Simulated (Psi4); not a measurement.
**H2 (hydrogen): CCSD/aug-cc-pVTZ**

Aim: the vertical electron affinity of H2 (hydrogen) at CCSD/aug-cc-pVTZ, from 2 runs. 

Program for the calculation: Psi4 1.11.

9 further runs of the same task are left out: 7 that didn't finish, 2 set aside as unsound or not needed.

### 1 The molecule

H2 has 2 atoms, charge 0, and is taken as a singlet. SMILES: `[H][H]`. The coordinates come from a PBE0-D4/def2-TZVP relaxation.

Bond lengths: H1–H2 0.746 Å.

### 2 The energy at CCSD/aug-cc-pVTZ

h2.in reads:

```
memory 1.6 GB

molecule mol {
  0 1
  H
  H 1 R2

  R2 = 0.746146
  symmetry c1
}

set {
  puream          true
  e_convergence   1e-09
  d_convergence   1e-08
  scf_type        pk
  num_frozen_docc 0
}

e_tot, wfn = energy("ccsd/aug-cc-pVTZ", return_wfn=True)
print_variables()
```

Launch:

```
$ psi4 h2.in h2.out -n 1
```

h2.out:

```text
[...]
  Running in c1 symmetry.
[...]
  Nuclear repulsion =    0.709214028715560
[...]
  Multiplicity = 1
[...]
  Nalpha       = 1
  Nbeta        = 1
[...]
    Number of basis functions: 46
[...]
   @RHF iter   1:    -1.12964525512972   -2.92338e-01   1.02464e-03 ADIIS/DIIS
[...]
   @RHF iter   6:    -1.13296013298765   -1.11420e-11   5.96963e-09 DIIS
[...]
    Orbital Energies [Eh]
    ---------------------
    Doubly Occupied:
       1A     -0.592775
    Virtual:
       2A      0.052494     3A      0.053164     4A      0.189773
       5A      0.208736     6A      0.208736     7A      0.284706
       8A      0.297411     9A      0.297411    10A      0.417878
      11A      0.419407    12A      0.738431    13A      0.790996
      14A      0.790996    15A      0.883650    16A      0.883650
      17A      0.902369    18A      0.930869    19A      0.930869
      20A      1.044898    21A      1.047624    22A      1.047624
      23A      1.066667    24A      1.066667    25A      1.522964
[...]
  @RHF Final Energy:    -1.13296013298765
   => Energetics <=
    Nuclear Repulsion Energy =              0.7092140287155598
    One-Electron Energy =                  -2.4987990761481695
    Two-Electron Energy =                   0.6566249144449572
    Total Energy =                         -1.1329601329876524
[...]
 Multipole Moments:
 ------------------------------------------------------------------------------------
     Multipole            Electronic (a.u.)      Nuclear  (a.u.)        Total (a.u.)
 ------------------------------------------------------------------------------------
 L = 1.  Multiply by 2.5417464519 to convert [e a0] to [Debye]
 Dipole X            :         -0.0000000            0.0000000           -0.0000000
 Dipole Y            :          0.0000000            0.0000000            0.0000000
 Dipole Z            :         -0.0000000            0.0000000           -0.0000000
 Magnitude           :                                                    0.0000000
[...]
      * MP2 total energy                      =   -1.164971349231279
[...]
      * CCSD total energy                     =   -1.172629016791242
[...]
```

Wall time 2.6 s (1 thread of AMD EPYC 9R45 (Zen 5), shared host); peak memory 0.24 GiB.

### 3 The doublet anion

job.in reads:

```
memory 1600 mb

molecule {
  -1 2
  H      0.319300    -0.099200     0.165500
  H     -0.319300     0.099200    -0.165500
  symmetry c1
  no_reorient
  no_com
}

set {
  reference uhf
  puream true
  e_convergence 1e-09
  d_convergence 1e-08
  scf_type pk
  num_frozen_docc 0
  maxiter 100
}

result, w = energy('ccsd/aug-cc-pVTZ', return_wfn=True)
```

Launch:

```
$ psi4 -n 1 job.in job.out
```

job.out:

```text
[...]
  Running in c1 symmetry.
[...]
  Nuclear repulsion =    0.709214241018519
[...]
  Multiplicity = 2
[...]
  Nalpha       = 2
  Nbeta        = 1
[...]
    Number of basis functions: 46
[...]
   @UHF iter   1:    -1.06788159363548   -2.30574e-01   1.26486e-03 ADIIS/DIIS
[...]
   @UHF iter   9:    -1.08060815221424   -4.29567e-12   2.84304e-09 DIIS
[...]
   @S^2 Observed:                7.502898588E-01
[...]
    Orbital Energies [Eh]
    ---------------------
    Alpha Occupied:
       1A     -0.435200     2A      0.052195
    Alpha Virtual:
       3A      0.156707     4A      0.321922     5A      0.353953
       6A      0.353953     7A      0.422693     8A      0.432202
       9A      0.432202    10A      0.562281    11A      0.567537
      12A      0.889524    13A      0.943149    14A      0.943149
      15A      1.037092    16A      1.037092    17A      1.058266
      18A      1.084962    19A      1.084962    20A      1.201258
      21A      1.201258    22A      1.204442    23A      1.222799
      24A      1.222799    25A      1.680371    26A      2.092778
[...]
  @UHF Final Energy:    -1.08060815221424
   => Energetics <=
    Nuclear Repulsion Energy =              0.7092142410185192
    One-Electron Energy =                  -2.7619779850144099
    Two-Electron Energy =                   0.9721555917816538
    Total Energy =                         -1.0806081522142370
  UHF NO Occupations:
  HONO-1 :    1  A 1.9998551
  HONO-0 :    2  A 1.0000000
[...]
 Multipole Moments:
 ------------------------------------------------------------------------------------
     Multipole            Electronic (a.u.)      Nuclear  (a.u.)        Total (a.u.)
 ------------------------------------------------------------------------------------
 L = 1.  Multiply by 2.5417464519 to convert [e a0] to [Debye]
 Dipole X            :          0.0000000            0.0000000            0.0000000
 Dipole Y            :         -0.0000000            0.0000000           -0.0000000
 Dipole Z            :          0.0000000            0.0000000            0.0000000
 Magnitude           :                                                    0.0000000
[...]
      * MP2 total energy                      =   -1.114522951704587
[...]
      * CCSD total energy                     =   -1.122576710049617
[...]
```

Wall time 3.6 s (1 thread of AMD EPYC 9R45 (Zen 5), shared host); peak memory 0.24 GiB.

### 4 What came out

Level: CCSD/aug-cc-pVTZ.

```
                                                                 quantity        value
                                                 singlet H2: total energy  -1.17263 Eh
                          singlet H2: HOMO energy (Hartree–Fock orbitals)    -16.13 eV
                          singlet H2: LUMO energy (Hartree–Fock orbitals)      1.43 eV
                        singlet H2: HOMO–LUMO gap (Hartree–Fock orbitals)     17.56 eV
                                           singlet H2: correlation energy    -39.7 mEh
                                                singlet H2: T1 diagnostic        0.005
                                              doublet anion: total energy  -1.12258 Eh
doublet anion: HOMO energy (Hartree–Fock orbitals) (highest over α and β)      1.42 eV
 doublet anion: LUMO energy (Hartree–Fock orbitals) (lowest over α and β)      4.26 eV
                                        doublet anion: correlation energy    -42.0 mEh
                         doublet anion: ⟨S²⟩ of the reference determinant        0.750
                                             doublet anion: T1 diagnostic        0.019
                        vertical electron affinity (to the doublet anion)    -1.362 eV
```

The anion lies 1.36 eV (131 kJ/mol) above the neutral: the electron isn't bound at this level, and such a value depends on the basis. The HOMO (doublet anion) lies at positive energy, 1.42 eV: the electron is unbound at this level or held by a compact basis; values depend on the basis.
